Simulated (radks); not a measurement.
# Ar²⁺ in [Ne] 3s1 3p4 4f1: an all-electron calculation

Aim: the levels, the sizes of the orbitals and the parts of the energy of the argon ion Ar2+.

Method: scalar-relativistic Kohn-Sham, exchange-only PBE, spin-polarised, spherical densities, point nucleus; open shells are filled with parallel spins first. Code: radks (a radial shooting solver on a logarithmic mesh, Libxc functionals) version 1.

### 1 What is computed

```
element       : argon (Z = 18)
charge        : +2
electrons     : 16
configuration : [Ne] 3s1 3p4 4f1
```

Outer shells as boxes (Hund's rule):

Ar²⁺
```
[Ne] core
3s [↑ ]
3p [↑↓][↑ ][↑ ]
4f [↑ ][  ][  ][  ][  ][  ][  ]
```

### 2 Self-consistent calculation

Input:

```text
Z 18
configuration [Ne] 3s1 3p4 4f1 4s0 3d0
relativity scalar-relativistic
functional pbe,
spin polarised
nucleus point
c 137.035999084
```

What does the calculation give?

The runs gave:

| quantity | value |
| --- | --- |
| total energy | -525.30653 hartree |
| exchange-correlation share of it | 5.52 % |
| −T/E | 1.0064 |
| highest occupied level | 4f up, -6.255 eV |
| most extended occupied level | 4f up, <r> = 5.61 bohr |
| radius at density 0.001 e/bohr³ | 3.71 bohr |
| maxima of the radial density | 4 |

The radial density shows 4 maxima for 4 occupied principal shells. −T/E is 1.006: with relativity the kinetic term as defined here no longer equals −E. This is not the tabulated ground configuration, so its levels and sizes aren't those of the ground state, and no measured value stands beside it.
